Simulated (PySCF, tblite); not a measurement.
# C4H16Si3: geometry, infrared bands and NMR shifts

Wanted: the infrared bands and NMR shifts of C4H16Si3 (`C[SiH2]C[C@@H]([SiH3])C[SiH3]`), by calculation.

Programs: tblite 0.8.0 and PySCF 2.14.0, with density-fitted response routines of our own. Each step states its level of theory. These are calculated values for one molecule in the gas phase, unless marked as measured. Atoms count from 0, in the outputs and in this text.

## (1) The molecule as given

23 atoms, charge 0, multiplicity 1; geometry from: force field or distance geometry start.

Bonds of the start (Å): C0–Si1 1.90, Si1–C2 1.86, C2–C3 1.51, C3–Si4 1.86, C3–C5 1.54, C5–Si6 1.88, C0–H7 1.11, C0–H8 1.11, C0–H9 1.12, Si1–H10 1.48, Si1–H11 1.44, C2–H12 1.11, C2–H13 1.11, C3–H14 1.10, Si4–H15 1.48, Si4–H16 1.46, Si4–H17 1.48, C5–H18 1.10, C5–H19 1.11, Si6–H20 1.48, Si6–H21 1.47, Si6–H22 1.49.

## (2) Relaxing the molecule with GFN2-xTB

What the job is given:

```
{"job": {"kind": "relax", "xc": "GFN2-xTB", "basis": "xTB"}, "charge": 0, "multiplicity": 1}
C      3.267800     0.369200     0.539200
Si     1.755700     1.025200    -0.406800
C      0.276700     0.240000     0.402700
C     -0.835900    -0.087500    -0.563200
Si    -0.286000    -1.302600    -1.853300
C     -1.984300    -0.767900     0.199300
Si    -2.569800     0.468700     1.491200
H      4.133200     0.251000    -0.145900
H      3.038300    -0.606600     1.012500
H      3.537100     1.080600     1.358300
H      1.776400     2.492700    -0.252700
H      1.836700     0.713800    -1.812800
H      0.590000    -0.659700     0.981300
H     -0.118600     0.972800     1.133300
H     -1.170500     0.855100    -1.032500
H     -0.883100    -0.870500    -3.133200
H      1.168000    -1.301200    -2.009000
H     -0.800700    -2.640800    -1.485300
H     -1.674300    -1.712200     0.667300
H     -2.841200    -0.874700    -0.496600
H     -3.984400     0.161100     1.789300
H     -1.759200     0.387400     2.716000
H     -2.476800     1.833200     0.911300
```

The run is started by

```console
OMP_NUM_THREADS=1 python probes_run.py task.json out
```

One launch serves the whole session: the jobs run in the order shown.

**Question.** This job is followed by: GFN2-xTB harmonic vibrations, gas phase; GIAO PBE0/pcSseg-1 NMR shielding, non-relativistic, gas phase. What will the session give for the following? strongest single infrared mode (GFN2-xTB); zero-point energy (GFN2-xTB); 13C shifts against TMS (PBE0/pcSseg-1); 1H shifts against TMS (PBE0/pcSseg-1, means over atoms taken as alike); 29Si shifts against TMS (PBE0/pcSseg-1).

As calculated:

```
                                                              quantity                                                           value
                             strongest single infrared mode (GFN2-xTB)                                           2240 cm⁻¹, 660 km/mol
                                          zero-point energy (GFN2-xTB)                                                  108.7 kcal/mol
                                13C shifts against TMS (PBE0/pcSseg-1)                                      21.1, 20.8, 19.3, -6.2 ppm
1H shifts against TMS (PBE0/pcSseg-1, means over atoms taken as alike)  4.32, 4.05, 3.93, 3.81, 1.21, 1.18, 1.05, 0.75, 0.62, 0.11 ppm
                               29Si shifts against TMS (PBE0/pcSseg-1)                                         -41.3, -60.2, -71.8 ppm
```

Relaxing lowered the energy by 0.580 eV in 245 steps; the close pair that moved most is C3–Si4, from 1.856 to 1.909 Å. All 63 modes are real, so the xTB geometry is a minimum. The strongest single mode, at 2240 cm⁻¹, moves mainly H15. Unscaled tight-binding wavenumbers are off by several per cent, some by more. Its intensities can rank the bands wrongly. At PBE0/pcSseg-1: The largest span, 104 ppm, is at Si4, where the paramagnetic term is -472 ppm.
